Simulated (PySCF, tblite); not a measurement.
# C5H13NSi3: geometry, infrared bands and NMR shifts

Aim: predict the infrared bands and NMR shifts of C5H13NSi3 (`CC1=C[Si@H](N([SiH3])[SiH3])C=C1`).

Computed with tblite 0.8.0 and PySCF 2.14.0, with density-fitted response routines of our own, on a single molecule in the gas phase. Atoms are numbered from 0 throughout.

## 1. Starting geometry

22 atoms, charge 0, multiplicity 1; geometry from: force field or distance geometry start.

Bonds of the start (Å): C0–C1 1.48, C1–C2 1.37, C2–Si3 1.88, Si3–N4 1.69, N4–Si5 1.68, N4–Si6 1.70, Si3–C7 1.87, C7–C8 1.34, C8–C1 1.45, C0–H9 1.10, C0–H10 1.09, C0–H11 1.10, C2–H12 1.08, Si3–H13 1.48, Si5–H14 1.48, Si5–H15 1.49, Si5–H16 1.48, Si6–H17 1.47, Si6–H18 1.48, Si6–H19 1.49, C7–H20 1.08, C8–H21 1.09.

## 2. Optimising the geometry with GFN2-xTB

The job: settings as JSON, then the geometry in Å.

```
{"job": {"kind": "relax", "xc": "GFN2-xTB", "basis": "xTB"}, "charge": 0, "multiplicity": 1}
C     -3.522400     0.100200     0.767700
C     -2.187200     0.107800     0.123200
C     -1.170100    -0.754800     0.418600
Si     0.354800    -0.388500    -0.618900
N      1.648100     0.146700     0.322700
Si     2.278100    -1.117600     1.236400
Si     2.877900     0.743300    -0.687700
C     -0.613400     1.008200    -1.392500
C     -1.857300     1.087700    -0.888300
H     -3.723800     1.055700     1.276700
H     -3.625800    -0.694700     1.513500
H     -4.315200    -0.055700     0.018200
H     -1.208500    -1.554800     1.143100
H      0.680000    -1.483800    -1.566600
H      1.244400    -1.631700     2.162600
H      3.399900    -0.620800     2.086600
H      2.762800    -2.224100     0.382100
H      2.371900     1.874100    -1.485900
H      3.375400    -0.306000    -1.601100
H      4.004700     1.248800     0.146200
H     -0.198200     1.643400    -2.155100
H     -2.586800     1.835900    -1.202300
```

Launch:

```sh
> OMP_NUM_THREADS=1 python probes_run.py task.json out
```

This one command runs all jobs of the session in turn.

**Question.** This job is followed by: GFN2-xTB harmonic vibrations, gas phase; GIAO PBE0/pcSseg-1 NMR shielding, non-relativistic, gas phase. Predict these results of the whole session: strongest single infrared mode (GFN2-xTB); zero-point energy (GFN2-xTB); 13C shifts against TMS (PBE0/pcSseg-1); 1H shifts against TMS (PBE0/pcSseg-1, means over atoms taken as alike); 29Si shifts against TMS (PBE0/pcSseg-1, means over atoms taken as alike); 15N shifts against NH3 (PBE0/pcSseg-1).

**Answer**, as computed:

```
                                                                quantity                                   value
                               strongest single infrared mode (GFN2-xTB)                   2218 cm⁻¹, 708 km/mol
                                            zero-point energy (GFN2-xTB)                           96.3 kcal/mol
                                  13C shifts against TMS (PBE0/pcSseg-1)    166.3, 158.1, 137.5, 127.2, 24.9 ppm
  1H shifts against TMS (PBE0/pcSseg-1, means over atoms taken as alike)  7.07, 6.35, 5.83, 5.24, 4.84, 2.18 ppm
29Si shifts against TMS (PBE0/pcSseg-1, means over atoms taken as alike)                        -11.7, -47.3 ppm
                                  15N shifts against NH3 (PBE0/pcSseg-1)                               -11.0 ppm
```

**Reading.** The optimisation took 206 steps and gained 0.657 eV; among the close pairs (by a distance rule), N4–Si5 changed most, from 1.682 to 1.743 Å. The lowest mode is slightly imaginary (10i cm⁻¹), a soft motion within the noise of the Hessian, so the minimum is not strictly shown. The strongest single mode, at 2218 cm⁻¹, moves mainly H17 and H14. GFN2-xTB is a fitted tight-binding method: band positions and strengths are rough. Its intensities can rank the bands wrongly. At PBE0/pcSseg-1: Shielding is most anisotropic at C1 (span 243 ppm, paramagnetic term -244 ppm).
